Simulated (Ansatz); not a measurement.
**CH₃AsO₂S: up Jacob's ladder to CCSD(T)**

An exercise on one series of results from a longer session: the logs are not shown, and one member is left open.

The runs use Ansatz 0.2.0, Gaussian basis; functionals in def2-TZVPP, the program's frozen cores in correlated methods.

The runs, in order: LDA (SPW92), PBE-D4, revPBE-D4, BLYP-D4, r2SCAN-D4, B97M-V, PBE0-D4, B3LYP-D4, r2SCANh-D4, r2SCAN0-D4, HSE06-D4, BHLYP-D4, CAM-B3LYP-D4, LC-ωPBE, ωB97X-V, ωB97M-V, B2PLYP, PBE-QIDH; CCSD(T)/def2-SVP; CCSD(T)/def2-TZVPP; MP2/def2-QZVPP; extrapolation to the limit; RPA on PBE.

### The geometry

The geometry comes from an earlier relaxation with PBE0-D4 in a triple-zeta def2 set; it is a stationary point, not always the lowest conformer.

SMILES `O[As]1OCS1`, 8 atoms, charge 0, spin multiplicity 1.

Atoms are counted from 1 here; the program's logs count them from 0.

Bond lengths: O1–As2 1.784 Å, O1–H6 0.963 Å, As2–O3 1.799 Å, As2–S5 2.239 Å, O3–C4 1.409 Å, C4–S5 1.842 Å, C4–H7 1.093 Å, C4–H8 1.092 Å. Angles: As2–O1–H6 109.7°, O1–As2–O3 99.7°, O1–As2–S5 99.4°, O3–As2–S5 78.3°, As2–O3–C4 102.2°, O3–C4–S5 103.8°, O3–C4–H7 111.2°, O3–C4–H8 110.8°, S5–C4–H7 110.1°, S5–C4–H8 110.5°, H7–C4–H8 110.2°, As2–S5–C4 75.2°.

Geometry (Å):

```xyz
8

O    -1.55846    1.30994    0.13280
As   -0.19713    0.73542    1.13263
O    -0.12105   -0.97671    0.58414
C     0.81254   -0.91019   -0.46858
S     1.43955    0.81969   -0.39242
H    -2.24445    1.67906    0.69932
H     0.33388   -1.09483   -1.43349
H     1.62744   -1.61939   -0.31011
```

Set-up of the first run:

in.yaml

```yaml
crystal:
  periodic: [false, false, false]
  atoms:
    - {symbol: O, position_ang: [-1.558463, 1.309944, 0.132804]}
    - {symbol: As, position_ang: [-0.197132, 0.735418, 1.132628]}
    - {symbol: O, position_ang: [-0.121054, -0.976711, 0.584140]}
    - {symbol: C, position_ang: [0.812536, -0.910187, -0.468576]}
    - {symbol: S, position_ang: [1.439554, 0.819693, -0.392417]}
    - {symbol: H, position_ang: [-2.244455, 1.679058, 0.699319]}
    - {symbol: H, position_ang: [0.333877, -1.094827, -1.433493]}
    - {symbol: H, position_ang: [1.627437, -1.619388, -0.310106]}
basis:
  gaussian: {orbitals: def2-TZVPP}
hamiltonian: {xc: lda}
output: {orbitals: {seedname: orbitals}}
```

Among the steps run: LDA; PBE-D4 (GGA); revPBE-D4 (GGA); BLYP-D4 (GGA); r2SCAN-D4 (meta-GGA); B97M-V (meta-GGA); PBE0-D4 (hybrid); B3LYP-D4 (hybrid); r2SCANh-D4 (hybrid); r2SCAN0-D4 (hybrid); HSE06-D4 (hybrid); BHLYP-D4 (hybrid); CAM-B3LYP-D4 (range-separated); LC-ωPBE (range-separated); ωB97X-V (range-separated); ωB97M-V (range-separated); B2PLYP (double hybrid); PBE-QIDH (double hybrid).

One table of the session follows, with a row left open; its other results are not shown here.

It belongs to the step «Orbital energies across the functionals». 

| functional | HOMO (eV) | gap (eV) |
| --- | --- | --- |
| LDA (SPW92) | -5.96 | 3.60 |
| PBE-D4 | -5.82 | 3.72 |
| revPBE-D4 | -5.76 | 3.76 |
| BLYP-D4 | -5.67 | 3.68 |
| r2SCAN-D4 | -6.08 | 4.10 |
| B97M-V | -6.15 | 4.29 |
| PBE0-D4 | -7.04 | 5.77 |
| B3LYP-D4 | -6.81 | 5.32 |
| r2SCANh-D4 | -6.53 | 4.86 |
| r2SCAN0-D4 | -7.20 | 6.00 |
| HSE06-D4 | -6.64 | 5.00 |
| BHLYP-D4 | ? | ? |
| CAM-B3LYP-D4 | -8.36 | 8.14 |
| LC-ωPBE | -9.71 | 10.67 |
| ωB97X-V | -9.36 | 10.21 |
| ωB97M-V | -9.20 | 9.91 |

Estimate the missing values for BHLYP-D4.

Worked estimate for «HOMO (eV)». Against the share of exact exchange, BLYP-D4 (0, -5.67), B3LYP-D4 (0.2, -6.81) give a slope of -5.70 per unit share; at 0.5 the line stands at -8.52.

As computed: HOMO (eV): -8.12; gap (eV): 7.79. In «HOMO (eV)» the line misses by -0.40.
